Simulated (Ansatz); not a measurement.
# C started on an Al site in zincblende AlP, 16 atoms, charge +1

Aim: a base single point, then the same cell under other settings, to see what each one moves.

All numbers are computed with Ansatz 0.2.0 (PAW, plane waves).

## (1) The system as built

16 atoms (7 Al, 8 P, 1 C); a = 10.940 Å, b = 5.470 Å, c = 5.470 Å, α = 90.00°, β = 90.00°, γ = 90.00°. All atoms were shaken off their sites by about 0.10 Å along each axis. Defect site 1: (0.500, 0.500, 0.500).

## (2) PBEsol on the given atoms

in.yaml

```yaml
crystal:
  lattice:
    - [10.940000, 0.000000, 0.000000]
    - [0.000000, 5.470000, 0.000000]
    - [0.000000, 0.000000, 5.470000]
  atoms:
    - { symbol: Al, position: [0.001670, 0.015260, 0.008013] }
    - { symbol: Al, position: [0.496872, 0.961800, 0.999490] }
    - { symbol: Al, position: [0.245764, 0.497639, 0.979348] }
    - { symbol: Al, position: [0.742063, 0.513384, 0.967394] }
    - { symbol: Al, position: [0.242757, 0.008121, 0.482318] }
    - { symbol: Al, position: [0.754211, 0.002947, 0.496769] }
    - { symbol: Al, position: [0.000271, 0.504266, 0.483237] }
    - { symbol: P, position: [0.111602, 0.256124, 0.238646] }
    - { symbol: P, position: [0.630616, 0.244943, 0.258519] }
    - { symbol: P, position: [0.386179, 0.736126, 0.251971] }
    - { symbol: P, position: [0.868821, 0.735842, 0.260183] }
    - { symbol: P, position: [0.371490, 0.244685, 0.784556] }
    - { symbol: P, position: [0.867782, 0.274666, 0.757293] }
    - { symbol: P, position: [0.118138, 0.746886, 0.746691] }
    - { symbol: P, position: [0.634629, 0.743583, 0.724099] }
    - { symbol: C, position: [0.495557, 0.505207, 0.496708] }
kpoints:
  mp_grid: { grid: [2, 2, 2], shift: [0.5, 0.5, 0.5] }
hamiltonian:
  xc: pbesol
total_charge: 1
scf:
  occupations: { method: fermi_dirac, width: 0.01 }
output:
  forces: true
  eigenvalues: true
  populations: true
  charged_corrections: { epsilon: 9.8 }
```

Command:

```
> ansatz run in.yaml --threads 8 --pin off --max-ram 13300MiB --runs-dir r --events-out ev --progress --plain
```

## (3) Changed settings: smearing width 0.001 eV, mixing beta 0.1, starting moment 8 μB

in.yaml, as its differences from that of step 2:

```diff
@@ -27,4 +27,9 @@
 total_charge: 1
+magnetization:
+  spin_polarized: true
+  initial_magnetization: 8
 scf:
-  occupations: { method: fermi_dirac, width: 0.01 }
+  occupations: { method: fermi_dirac, width: 0.001 }
+  max_iter: 90
+  mixing: { beta: 0.1 }
 output:
@@ -32,3 +37,2 @@
   eigenvalues: true
-  populations: true
-  charged_corrections: { epsilon: 9.8 }
+  stress: true
```

## (4) Changed settings: functional PBE

in.yaml, as its differences from that of step 3:

```diff
@@ -25,11 +25,7 @@
 hamiltonian:
-  xc: pbesol
+  xc: pbe
 total_charge: 1
-magnetization:
-  spin_polarized: true
-  initial_magnetization: 8
 scf:
-  occupations: { method: fermi_dirac, width: 0.001 }
-  max_iter: 90
-  mixing: { beta: 0.1 }
+  occupations: { method: fermi_dirac, width: 0.01 }
+  max_iter: 80
 output:
```

## (5) Changed settings: density cutoff ratio 6, functional LDA

in.yaml, as its differences from that of step 4:

```diff
@@ -24,4 +24,5 @@
   mp_grid: { grid: [2, 2, 2], shift: [0.5, 0.5, 0.5] }
+basis: { ecutrho_ratio: 6 }
 hamiltonian:
-  xc: pbe
+  xc: lda
 total_charge: 1
@@ -29,3 +30,3 @@
   occupations: { method: fermi_dirac, width: 0.01 }
-  max_iter: 80
+  max_iter: 60
 output:
```

## (6) Changed settings: k points 3×3×3, starting moment 2 μB

in.yaml, as its differences from that of step 5:

```diff
@@ -23,10 +23,12 @@
 kpoints:
-  mp_grid: { grid: [2, 2, 2], shift: [0.5, 0.5, 0.5] }
-basis: { ecutrho_ratio: 6 }
+  mp_grid: { grid: [3, 3, 3] }
 hamiltonian:
-  xc: lda
+  xc: pbesol
 total_charge: 1
+magnetization:
+  spin_polarized: true
+  initial_magnetization: 2
 scf:
   occupations: { method: fermi_dirac, width: 0.01 }
-  max_iter: 60
+  max_iter: 100
 output:
@@ -35 +37,5 @@
   stress: true
+  write_density: true
+  write_potential: true
+  elf: true
+  volumetric_format: npy
```

**Question.** What will these runs give? Wanted: for each run, settings; status; energy from base; forces from base.

As calculated:

| settings | status | cycles | time | energy from base (meV/atom) | forces from base (eV/Å rms) | filled to empty level on the mesh (eV) |
| --- | --- | --- | --- | --- | --- | --- |
| base | converged | 7 | 1.2 s (8 CPU threads) | 0 | 0 | 0.43 |
| smearing width 0.001 eV, mixing beta 0.1, starting moment 8 μB | converged | 24 | 4.3 s (8 CPU threads) | 0.0 | 0.000 | 0.43 |
| functional PBE | converged | 7 | 1 s (8 CPU threads) | - | 0.025 | 0.46 |
| density cutoff ratio 6, functional LDA | converged | 7 | 1 s (8 CPU threads) | - | 0.037 | 0.43 |
| k points 3×3×3, starting moment 2 μB | converged | 17 | 9.8 s (8 CPU threads) | -12.3 | 0.029 | 0.15 |

Among these variants the forces move most with density cutoff ratio 6, functional LDA (0.037 eV/Å rms) and least with smearing width 0.001 eV, mixing beta 0.1, starting moment 8 μB (0.000).
